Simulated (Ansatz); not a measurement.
Crystal: Hf2Cd.

```
Hf Cd
1.0
    -1.53125    1.53125    6.88326
     1.53125   -1.53125    6.88326
     1.53125    1.53125   -6.88326
Hf Cd
2 1
Direct
  0.32796 0.32796 0.00000
  0.67204 0.67204 0.00000
  0.00000 0.00000 0.00000
```

The cell comes from a database or a generator and needn't be the stable form of this composition.

| Property | Result |
| --- | --- |
| Program | Ansatz 0.2.0 |
| Task | relaxation of cell and atoms |
| Functional | RPBE |
| Potentials or basis | Ansatz PAW |
| Cutoff | 420 eV (not typed: the program's choice for these potentials) |
| k mesh | 12 × 12 × 12 |
| Occupations | fermi-dirac, width 0.05 eV |
| Spin | no spin polarisation |

At the start: volume 21.52 Å³/atom.

Q: Where does the relaxation end?

A: It ends after 5 steps and the volume is 22.75 Å³/atom (+5.7 %); space group I4/mmm (No. 139, to 0.05 Å).

The path:
```
step  energy change (eV)  largest force (eV/Å)  volume (Å³)
   1              0.0000                0.0516        64.56
   2             -0.0523                0.0241        68.20
   3             -0.0526                0.0092        68.21
   4             -0.0527                0.0052        68.25
   5             -0.0539                0.0051        68.25
```

Final structure:
```xyz
3
Lattice="-1.5564 1.5564 7.0437 1.5564 -1.5564 7.0437 1.5564 1.5564 -7.0437" Properties=species:S:1:pos:R:3 pbc="T T T"
Hf    0.0000    0.0000    4.5987
Hf    0.0000    0.0000    9.4887
Cd    0.0000    0.0000    0.0000
```

Caveat: the plane-wave basis is chosen anew once the cell has moved, so the energies of steps on either side of that aren't comparable; the PAW data sets come from PBE, with cores solved anew for the run's functional, which leaves a small shift of forces and pressure.
